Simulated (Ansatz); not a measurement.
The system is C.

```
C
1.0
     2.61972    0.00000    0.00000
     0.00000    2.61972    0.00000
     0.00000    0.00000    2.61972
C
3
Direct
  0.00000 0.50000 0.50000
  0.50000 0.00000 0.50000
  0.50000 0.50000 0.00000
```

The cell was built by a generator and needn't be a form met in nature.

| Item | Value |
| --- | --- |
| Program | Ansatz 0.2.0 |
| Task | relaxation of cell and atoms |
| Functional | PBEsol |
| Potentials or basis | Ansatz PAW |
| Cutoff | 420 eV (not typed: the program's choice for these potentials) |
| k mesh | 10 × 10 × 10 |
| Occupations | fermi-dirac, width 0.05 eV |
| Spin | no spin polarisation |

At the start: volume 5.99 Å³/atom.

Task: How do energy, volume and symmetry change on relaxing?

Result: It ends after 8 steps and the volume is 5.76 Å³/atom (-3.9 %); space group Pm-3m (No. 221, to 0.05 Å).

Step by step:
```
step  energy change (eV)  largest force (eV/Å)  volume (Å³)
   1              0.0000                0.0000        17.98
   2             -0.0041                0.0000        17.85
   3             -0.0134                0.0000        17.39
   4             -0.0144                0.0000        17.25
   5             -0.0142                0.0000        17.30
   6             -0.0103                0.0000        17.30
   7             -0.0105                0.0000        17.28
   8             -0.0104                0.0000        17.28
```

Final structure:
```
C
1.0
     2.58523    0.00000    0.00000
     0.00000    2.58523    0.00000
     0.00000    0.00000    2.58523
C
3
Direct
  0.00000 0.50000 0.50000
  0.50000 0.00000 0.50000
  0.50000 0.50000 0.00000
```

Caveat: the plane-wave basis is chosen anew once the cell has moved, so the energies of steps on either side of that aren't comparable; the pressure holds a Pulay correction of +1.1 GPa for the finite cutoff; the PAW data sets come from PBE, with cores solved anew for the run's functional, which leaves a small shift of forces and pressure.
